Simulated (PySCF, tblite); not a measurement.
# C6H12FNSi: geometry, infrared bands and NMR shifts

Aim: predict the infrared bands and NMR shifts of C6H12FNSi (`NC[C@@]12CC[C@]1([SiH2]F)C2`).

The runs use tblite 0.8.0 and PySCF 2.14.0, with density-fitted response routines of our own; the level of theory stands in each step. All values are computed, except where a source is named. Atoms are numbered from 0 throughout.

## (1) The starting structure

21 atoms, charge 0, multiplicity 1; geometry from: force field or distance geometry start.

Bonds of the start (Å): N0–C1 1.45, C1–C2 1.48, C2–C3 1.49, C3–C4 1.51, C4–C5 1.50, C5–Si6 1.83, Si6–F7 1.70, C5–C8 1.51, C5–C2 1.51, C8–C2 1.52, N0–H9 1.05, N0–H10 1.05, C1–H11 1.12, C1–H12 1.13, C3–H13 1.11, C3–H14 1.11, C4–H15 1.11, C4–H16 1.08, Si6–H17 1.48, Si6–H18 1.47, C8–H19 1.11, C8–H20 1.10.

## (2) Relaxing the molecule with GFN2-xTB

Job settings and geometry (Å):

```
{"job": {"kind": "relax", "xc": "GFN2-xTB", "basis": "xTB"}, "charge": 0, "multiplicity": 1}
N      1.621300     1.554400     0.697600
C      1.459200     0.113500     0.800300
C      0.611000    -0.364300    -0.308500
C      0.246500    -1.794100    -0.503400
C     -1.201900    -1.440000    -0.744800
C     -0.858600    -0.024800    -0.406200
Si    -1.733300     0.915800     0.890500
F     -3.400400     0.901000     0.567000
C      0.121600     0.611600    -1.359300
H      2.019200     1.829200    -0.232800
H      2.369700     1.827100     1.387100
H      2.492600    -0.303600     0.703700
H      1.108100    -0.182000     1.832200
H      0.680900    -2.319100    -1.375500
H      0.295200    -2.430800     0.409000
H     -1.466200    -1.478300    -1.826000
H     -1.929700    -1.963300    -0.138200
H     -1.574000     0.341300     2.241900
H     -1.345000     2.330300     0.953500
H      0.241300     0.197700    -2.378500
H      0.233400     1.695300    -1.210300
```

Launch:

```console
OMP_NUM_THREADS=1 python probes_run.py task.json out
```

This one command runs all jobs of the session in turn.

**Question.** This job is followed by: GFN2-xTB harmonic vibrations, gas phase; GIAO PBE0/pcSseg-1 NMR shielding, non-relativistic, gas phase. What will the session give for the following? strongest single infrared mode (GFN2-xTB); zero-point energy (GFN2-xTB); ¹³C shifts against TMS (PBE0/pcSseg-1); ¹H shifts against TMS (PBE0/pcSseg-1, means over atoms taken as alike); ¹⁵N shifts against NH3 (PBE0/pcSseg-1); ²⁹Si shifts against TMS (PBE0/pcSseg-1); ¹⁹F shifts against CFCl3 (PBE0/pcSseg-1); surface potential, 1st and 99th percentile.

The runs gave:

| quantity | value |
| --- | --- |
| strongest single infrared mode (GFN2-xTB) | 2313 cm⁻¹, 407 km/mol |
| zero-point energy (GFN2-xTB) | 106.1 kcal/mol |
| ¹³C shifts against TMS (PBE0/pcSseg-1) | 46.1, 31.5, 27.7, 24.0, 22.9, 14.0 ppm |
| ¹H shifts against TMS (PBE0/pcSseg-1, means over atoms taken as alike) | 5.20, 4.76, 3.42, 2.75, 2.20, 1.85, 1.83, 1.41, 0.72, 0.60, 0.34 ppm |
| ¹⁵N shifts against NH3 (PBE0/pcSseg-1) | 42.7 ppm |
| ²⁹Si shifts against TMS (PBE0/pcSseg-1) | -21.8 ppm |
| ¹⁹F shifts against CFCl3 (PBE0/pcSseg-1) | -190.9 ppm |
| surface potential, 1st and 99th percentile | -1.67 V and 1.76 V |

Relaxing lowered the energy by 0.901 eV in 148 steps; the close pair that moved most is Si6–F7, from 1.698 to 1.627 Å. No mode is imaginary among the 57: a minimum at this level. The strongest single mode, at 2313 cm⁻¹, moves mainly H18. Unscaled tight-binding wavenumbers are off by several per cent, some by more. Its intensities can rank the bands wrongly. The most deshielded carbon is C1 (sp3 CH2 bonded to N), at 46.1 ppm: deshielded by the electronegative neighbour. At PBE0/pcSseg-1: The largest span, 87 ppm, is at C2, where the paramagnetic term is -101 ppm.
